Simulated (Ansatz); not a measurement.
# CH₅GeO₂ radical: small, medium and large basis sets

An exercise on one series of results from a longer session: the logs are not shown, and one member is left open.

Method: one geometry, several basis sets; program: Ansatz 0.2.0, Gaussian basis.

Plan: PBE0-D4/def2-SVP; ωB97M-V/def2-SVP; PBE0-D4/def2-QZVPP; ωB97M-V/def2-QZVPP; the functionals' def2-TZVPP values are taken from earlier runs.

**The relaxed structure**

All runs share one geometry, relaxed beforehand with PBE0-D4 in a triple-zeta def2 set.

SMILES `[CH3][Ge]([OH])[OH]`, 9 atoms, charge 0, spin multiplicity 2.

Atoms are counted from 1 here; the program's logs count them from 0.

Bond lengths: C1–Ge2 1.951 Å, C1–H5 1.092 Å, C1–H6 1.089 Å, C1–H7 1.089 Å, Ge2–O3 1.792 Å, Ge2–O4 1.793 Å, O3–H8 0.960 Å, O4–H9 0.960 Å. Angles: Ge2–C1–H5 107.2°, Ge2–C1–H6 110.1°, Ge2–C1–H7 109.9°, H5–C1–H6 109.8°, H5–C1–H7 109.8°, H6–C1–H7 110.0°, C1–Ge2–O3 104.4°, C1–Ge2–O4 104.8°, O3–Ge2–O4 110.1°, Ge2–O3–H8 114.0°, Ge2–O4–H9 114.1°.

As a file:

```xyz
9

C    -0.0003    1.1288   -0.8961
Ge    0.4209   -0.0595    0.5930
O     1.0134   -1.5592   -0.1886
O    -1.1534   -0.3631    1.3949
H    -0.7624    0.6321   -1.5003
H    -0.3862    2.0758   -0.5216
H     0.8919    1.3006   -1.4967
H     1.1590   -2.2863    0.4208
H    -1.0943   -0.9155    2.1774
```

Set-up of the first run:

in.yaml reads:

```yaml
crystal:
  periodic: [false, false, false]
  atoms:
    - {symbol: C, position_ang: [-0.000273, 1.128783, -0.896064]}
    - {symbol: Ge, position_ang: [0.420920, -0.059505, 0.592991]}
    - {symbol: O, position_ang: [1.013401, -1.559164, -0.188572]}
    - {symbol: O, position_ang: [-1.153430, -0.363129, 1.394937]}
    - {symbol: H, position_ang: [-0.762353, 0.632126, -1.500255]}
    - {symbol: H, position_ang: [-0.386179, 2.075775, -0.521640]}
    - {symbol: H, position_ang: [0.891854, 1.300642, -1.496674]}
    - {symbol: H, position_ang: [1.158957, -2.286311, 0.420783]}
    - {symbol: H, position_ang: [-1.094298, -0.915515, 2.177396]}
basis:
  gaussian: {orbitals: def2-SVP}
magnetization: {spin_polarized: true, initial_magnetization: 1}
hamiltonian: {xc: pbe0, dispersion: d4}
output: {orbitals: {seedname: orbitals}}
```

Launch:

```bash
$ ansatz run in.yaml --threads 4 --pin off --events-out ev --progress --plain --max-ram 10444MiB
```

Steps of the session up to this table: PBE0-D4 in def2-SVP; ωB97M-V in def2-SVP; PBE0-D4 in def2-QZVPP; ωB97M-V in def2-QZVPP.

One of the session's tables, all rows but one given; the rest of the session is left out.

It belongs to the step «Density functionals: the series». 

```
functional       basis  HOMO (eV)  LUMO (eV)
   PBE0-D4    def2-SVP      -5.74      -2.43
   PBE0-D4  def2-TZVPP      -5.90      -2.55
   PBE0-D4  def2-QZVPP      -5.97      -2.65
   ωB97M-V    def2-SVP      -7.76      -0.58
   ωB97M-V  def2-TZVPP          ?          ?
   ωB97M-V  def2-QZVPP      -8.00      -0.94
```

Estimate the missing values for ωB97M-V, def2-TZVPP.

The run gave: HOMO (eV): -7.93; LUMO (eV): -0.77. In the column «HOMO (eV)» it lies between ωB97M-V, def2-QZVPP (-8.00) and ωB97M-V, def2-SVP (-7.76).
